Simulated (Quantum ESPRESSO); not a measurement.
NbSi in Quantum ESPRESSO: the effect of functional

NbSi:

```
CELL_PARAMETERS angstrom
0.00000 2.57383 2.57383
2.57383 0.00000 2.57383
2.57383 2.57383 0.00000
ATOMIC_POSITIONS crystal
Nb 0.00000 0.00000 0.00000
Si 0.50000 0.50000 0.50000
```

The cell was built by a generator and needn't be a form met in nature.

Alike in all runs:

```yaml
Program: Quantum ESPRESSO 7.5
Cutoff: 612 eV
Density_cutoff: 4898 eV
k_mesh: 6 × 6 × 6
Occupations: cold, width 0.2 eV
Spin: no spin polarisation
```

Each run relaxes the cell or the atoms first.

One run gave: relaxed volume 17.89 Å³/atom. Which functional did it use?
A. PBEsol
B. PBE
C. BLYP
D. LDA
E. vdW-DF-cx

C.

```csv
functional,potentials or basis,relaxed volume (Å³/atom)
LDA,GBRV 1.5 LDA,16.27
PBE,GBRV 1.5 PBE,17.04
PBEsol,GBRV 1.5 PBEsol,16.57
revPBE,GBRV 1.5 PBE,17.19
BLYP,GBRV 1.5 PBE,17.89
PW91,GBRV 1.5 PBE,17.09
vdW-DF-cx,GBRV 1.5 PBE,16.73
```

Caveats: the potentials were made for another functional, which shifts forces and pressure (some runs); some modes are imaginary (some runs).

Not every run made on this cell is shown here.
